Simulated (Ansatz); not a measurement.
**BC5 in Ansatz: convergence with k mesh**

Input of the first run (k mesh 3 × 4 × 3); the others differ in this setting and in those tied to it:

File input.yaml:

```yaml
crystal:
  lattice:
    - [-1.2526, 3.862554, 1.867137]
    - [1.2526, -3.862554, 1.867137]
    - [1.2526, 3.862554, -1.867137]
  atoms:
    - { symbol: C, position: [0.832069, 0.835276, 0.006504] }
    - { symbol: C, position: [0.208388, 0.028784, 0.164856] }
    - { symbol: C, position: [0.874119, 0.024141, 0.805396] }
    - { symbol: C, position: [0.450356, 0.767934, 0.650191] }
    - { symbol: C, position: [0.101544, 0.782055, 0.334382] }
    - { symbol: B, position: [0.53126, 0.01743, 0.481562] }
hamiltonian:
  xc: pbe
  pseudopotentials: { kind: paw }
kpoints:
  mp_grid: { grid: [3, 4, 3] }
scf:
  occupations: { method: gaussian, width: 0.05 }
output:
  forces: true
  stress: true
  eigenvalues: true
```

Potentials or basis: Ansatz PAW.

Run with:

```sh
$ ansatz run input.yaml --threads 2 --pin off --max-ram 5632MiB --backend cpu --events-out ev --progress --plain --runs-dir out
```

The cell isn't the ideal one: atoms moved at random, drawn with an rms of 0.05 Å.

The cell comes from a database or a generator and needn't be the stable form of this composition.

Hardware: 2 threads of Arm Neoverse V1, on a shared host.

The values tried are 3 × 4 × 3, 3 × 5 × 4, 4 × 6 × 5, 5 × 7 × 6, 6 × 9 × 8, 7 × 11 × 10, 9 × 14 × 12, 11 × 17 × 15, 13 × 21 × 18, loosest first. From which on does the energy stay within 1 meV/atom of the tightest run that finished?

From 7 × 11 × 10 on.

| k mesh | energy less the tightest run, at zero smearing (meV/atom) | pressure (GPa) | largest force (eV/Å) | SCF cycles | CPU time (s) | peak memory (GiB) |
| --- | --- | --- | --- | --- | --- | --- |
| 3 × 4 × 3 | 8.84 | 1.03 | 2.905 | 6 | 1.6 | 0.27 |
| 3 × 5 × 4 | -0.74 | 0.79 | 2.801 | 6 | 2.3 | 0.28 |
| 4 × 6 × 5 | -2.54 | 0.87 | 2.885 | 6 | 4.1 | 0.31 |
| 5 × 7 × 6 | -2.25 | 1.02 | 2.786 | 7 | 7.6 | 0.34 |
| 6 × 9 × 8 | 1.54 | 1.02 | 2.820 | 7 | 17 | 0.41 |
| 7 × 11 × 10 | -0.50 | 0.94 | 2.851 | 7 | 30 | 0.51 |
| 9 × 14 × 12 | 0.27 | 0.97 | 2.841 | 7 | 60 | 0.75 |
| 11 × 17 × 15 | -0.01 | 0.99 | 2.837 | 7 | 110 | 1.2 |
| 13 × 21 × 18 | 0.00 | 0.98 | 2.829 | 7 | 190 | 1.8 |

Against the tightest run, the pressure stays within 0.1 GPa from 5 × 7 × 6 on. Not settled before the last step: the largest force (to 0.005 eV/Å). Meshes of other sizes hit other points, so gaps and Fermi surfaces needn't settle smoothly. The tightest run that finished is the yardstick and may itself not be fully converged.

Caveat, for the tightest run too: the pressure holds a Pulay correction of +0.9 GPa for the finite cutoff.
